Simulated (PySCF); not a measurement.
# C2H11AlO2Si: the cost of one run

Computed with PySCF 2.14.0, with density-fitted response routines of our own, on a single molecule in the gas phase. Atoms count from 0, in the outputs and in this text.

## 1. Starting geometry

17 atoms, charge 0, multiplicity 1; geometry from: GFN2-xTB. The atoms were then displaced at random by about 0.03 Å, so the start is not that level's minimum.

Bonds of the start (Å): C0–O1 1.47, O1–C2 1.45, O1–Al3 2.01, Al3–O4 1.63, O4–Si5 1.60, C0–H6 1.08, C0–H7 1.10, C0–H8 1.00, C2–H9 1.10, C2–H10 1.12, C2–H11 1.01, Al3–H12 1.63, Al3–H13 1.62, Si5–H14 1.48, Si5–H15 1.44, Si5–H16 1.48.

## 2. Relaxing the molecule at PBE0-D3(BJ)/def2-SVP

The job: settings as JSON, then the geometry in Å.

```
{"job": {"xc": "PBE0", "basis": "def2-SVP", "d3": "d3bj", "grid": 1, "shake": 0.03, "kind": "geom"}, "charge": 0, "multiplicity": 1}
C     -1.057190    -1.287710     0.151620
O     -1.050740     0.183190     0.184040
C     -2.342440     0.838490     0.231710
Al     0.568050     1.371330     0.112870
O      1.729610     0.224030     0.128670
Si     2.982680    -0.761070     0.205850
H     -1.597220    -1.605210     1.027740
H     -1.605120    -1.518220    -0.775140
H     -0.101050    -1.563810     0.170010
H     -2.075000     1.905120     0.325390
H     -2.851570     0.539710     1.185680
H     -2.867970     0.623980    -0.605860
H      0.087780     2.090400    -1.265970
H      0.158860     2.172150     1.455370
H      3.375650    -0.970600     1.614770
H      2.523470    -2.022760    -0.300930
H      4.079660    -0.195550    -0.612110
```

Launch:

```
$ OMP_NUM_THREADS=1 python probes_run.py task.json out
```

This one command runs all jobs of the session in turn.

**Question.** How long does this first job take on 1 thread of Arm Neoverse V1, shared host, and how much memory does it need?

About 3 min, with a peak of 0.56 GiB.
